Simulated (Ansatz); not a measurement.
# ClH3InN: the cost of one run

Program: Ansatz 0.2.0. Level of theory: RKS B3LYP/def2-SVP. These are calculated values, not measurements.

**1. The starting structure**

Bond lengths: N1–In2 1.668 Å, In2–Cl3 1.600 Å, N1–H4 1.028 Å, N1–H5 1.062 Å, In2–H6 0.930 Å. Angles: N1–In2–Cl3 129.4°, N1–In2–H6 108.8°, Cl3–In2–H6 121.2°, In2–N1–H4 111.5°, In2–N1–H5 117.1°, H4–N1–H5 108.3°.

Structure file:

```xyz
6

N    -0.6933    0.3831   -0.4816
In    0.7193    0.0096    0.3237
Cl    1.1745   -1.3741    0.9849
H    -0.7528   -0.1046   -1.3849
H    -1.6041    0.2282    0.0427
H     1.1984    0.7937    0.4690
```

**2. Relaxing end A**

The input, input.yaml:

```yaml
crystal:
  periodic: [false, false, false]
  atoms:
    - { symbol: "N", position_ang: [-0.6933, 0.3831, -0.4816] }
    - { symbol: In, position_ang: [0.7193, 0.0096, 0.3237] }
    - { symbol: Cl, position_ang: [1.1745, -1.3741, 0.9849] }
    - { symbol: H, position_ang: [-0.7528, -0.1046, -1.3849] }
    - { symbol: H, position_ang: [-1.6041, 0.2282, 0.0427] }
    - { symbol: H, position_ang: [1.1984, 0.7937, 0.469] }
basis:
  gaussian: { orbitals: def2-SVP }
hamiltonian:
  xc: b3lyp
relax:
  f_tol: 0.015
  max_steps: 40
```

The run is started by

```bash
ansatz run input.yaml --threads 1 --pin off --max-ram 2048MiB --backend cpu --events-out ev --progress --plain --runs-dir out
```

**Question.** How long does this run take on 1 thread of AMD EPYC 9R45 (Zen 5), shared host, and how much memory does it need?

About 32 s, with a peak of 0.16 GiB.
